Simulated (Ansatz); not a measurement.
two structures of Hg, a comparison of enthalpies under pressure

Program: Ansatz 0.2.0, Python API.

Run as a notebook:

**Cell 1**
```python
import warnings

import ansatz as az
import numpy as np
```

**Cell 2**
```python
def hcp(first, a):
    return (
        az.Lattice.from_parameters(a, a, 1.633 * a, alpha=90, beta=90, gamma=120)
        .space_group(194)
        .atom(first, (1 / 3, 2 / 3, 0.25))
    )
```

**Cell 3**
```python
def diamond(first, a):
    return az.Crystal.diamond(first, a=a)
```

**Cell 4**
```python
def compute(name, crystal, pressure=0.0):
    calc = (
        crystal.calculation()
        .functional('lda')
        .basis(14 * az.Ha)
        .eigensolver('davidson', mixed_precision=False)
        .scf(tolerance=1e-09, lower_state_search='standard', algorithm='direct_min')
        .kpoints(spacing=0.3)
        .occupations('cold', width=0.1)
    )
    calc = calc.relax(force_tolerance=0.02, max_steps=60, cell=True, pressure=pressure)
    return calc.run(threads=1, pin='off')
```

**Cell 5**
```python
def volume_per_atom(outcome):
    return abs(np.linalg.det(outcome.lattice.cell_ang)) / len(outcome.lattice.sites)

warnings.simplefilter('ignore', az.DeckWarning)
```

**Cell 6**
```python
phases = {}
phases['hcp'] = hcp('Hg', 3.21)
phases['diamond'] = diamond('Hg', 6.24)
```

**Cell 7**
```python
pressures = [0, 15, 30, 45]
enthalpy, volume = {name: [] for name in phases}, {name: [] for name in phases}
for p in pressures:
    for name, crystal in phases.items():
        o = compute(name, crystal, pressure=p)
        volume[name].append(volume_per_atom(o))
        enthalpy[name].append(o.report['energy_sigma0_ev'] / len(o.lattice.sites) + p * volume[name][-1] / 160.21766)
gap = np.array(enthalpy['diamond']) - np.array(enthalpy['hcp'])
rows = [(p, va, vb, 1000 * d) for p, va, vb, d in zip(pressures, volume['hcp'], volume['diamond'], gap)]
print('| P (GPa) | V hcp (A^3/atom) | V diamond (A^3/atom) | H(diamond) - H(hcp) (meV/atom) |')
print('| --- | --- | --- | --- |')
for row in rows:
    print(f'| {row[0]:d} | {row[1]:.3f} | {row[2]:.3f} | {row[3]:+.1f} |')
crossings = [p0 - g0 * (p1 - p0) / (g1 - g0) for p0, p1, g0, g1 in zip(pressures, pressures[1:], gap, gap[1:]) if g0 * g1 < 0]
print('crossing near', [round(float(p), 1) for p in crossings], 'GPa') if crossings else print('no crossing in this range')
```
Output:
```text
| P (GPa) | V hcp (A^3/atom) | V diamond (A^3/atom) | H(diamond) - H(hcp) (meV/atom) |
| --- | --- | --- | --- |
| 0 | 22.671 | 33.388 | +227.1 |
| 15 | 18.623 | 26.332 | +1063.6 |
| 30 | 17.166 | 23.506 | +1729.4 |
| 45 | 16.185 | 21.798 | +2283.8 |
no crossing in this range
```

What to keep in mind:
- The settings weren't tested for convergence.
- The cutoff lies under the one recommended for these potentials.
- Under the recommended cutoff a pressure can be off by several GPa, even in sign.
- At a fixed pressure a relaxation lowers the enthalpy F + PV, while F alone can rise.
- For the metals among these phases the mesh is modest: differences between phases can be off by up to 40 meV an atom.
- The program warned that this SCF threshold is loose for forces or stresses.
- Spin-orbit coupling, which matters for elements this heavy, is left out.
- Only these two structures are compared, at zero temperature and with their symmetry kept; either may be hypothetical, and another phase may be lower than both. Differences under about 40 meV an atom lie within the error of mesh and functional.
- The cells are prototypes set up for this calculation and needn't exist.
- The script silences the warnings on its input, which a real study should read.
- Hardware and time: 2.3 min on 1 thread of Arm Neoverse V1, on a shared host, peak memory 0.45 GiB.

(Lines on the test bed's own set-up are left out of the output.)
